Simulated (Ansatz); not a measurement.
**CH₃BFN: basis-set convergence**

Aim: see how fast density functionals converge with the basis set for CH₃BFN.

Method: one geometry, several basis sets; program: Ansatz 0.2.0, Gaussian basis.

The runs, in order: PBE0-D4/def2-SVP; ωB97M-V/def2-SVP; PBE0-D4/def2-QZVPP; ωB97M-V/def2-QZVPP; the functionals' def2-TZVPP values are taken from earlier runs.

### 1 Structure used throughout

All runs share one geometry, relaxed beforehand with PBE0-D4 in a triple-zeta def2 set.

7 atoms, charge 0, spin multiplicity 1.

Atoms are counted from 1 here; the program's logs count them from 0.

Bond lengths: B1–C2 1.561 Å, B1–H5 1.191 Å, B1–H6 1.192 Å, C2–N3 1.256 Å, C2–F4 1.341 Å, N3–H7 1.018 Å. Angles: C2–B1–H5 119.8°, C2–B1–H6 118.6°, H5–B1–H6 121.5°, B1–C2–N3 126.3°, B1–C2–F4 116.4°, N3–C2–F4 117.0°, C2–N3–H7 110.2°.

### 2 PBE0-D4 in def2-SVP

in.yaml

```yaml
crystal:
  periodic: [false, false, false]
  atoms:
    - {symbol: B, position_ang: [-0.350509, 0.865253, -0.251705]}
    - {symbol: C, position_ang: [0.571412, -0.355680, 0.056298]}
    - {symbol: N, position_ang: [0.197723, -1.487555, 0.451992]}
    - {symbol: F, position_ang: [1.864262, -0.223689, -0.274286]}
    - {symbol: H, position_ang: [-0.170632, 1.508697, -1.237620]}
    - {symbol: H, position_ang: [-1.271996, 1.080788, 0.473142]}
    - {symbol: H, position_ang: [-0.779062, -1.455815, 0.736480]}
basis:
  gaussian: {orbitals: def2-SVP}
hamiltonian: {xc: pbe0, dispersion: d4}
output: {orbitals: {seedname: orbitals}}
```

The runs that follow: ωB97M-V in def2-SVP; PBE0-D4 in def2-QZVPP; ωB97M-V in def2-QZVPP.

Q: Predict the results of all the runs planned. Wanted: PBE0-D4: double and triple zeta above quadruple; ωB97M-V: double and triple zeta above quadruple.

As calculated:

```
                                       quantity          value
PBE0-D4: double and triple zeta above quadruple  7.39, 0.33 eV
ωB97M-V: double and triple zeta above quadruple  7.63, 0.31 eV
```

**Reading.** PBE0-D4 gains 7.06 eV from double to triple zeta, then 0.33 eV more. These are total energies; as a rule much of such shifts cancels in differences, which this series doesn't test.
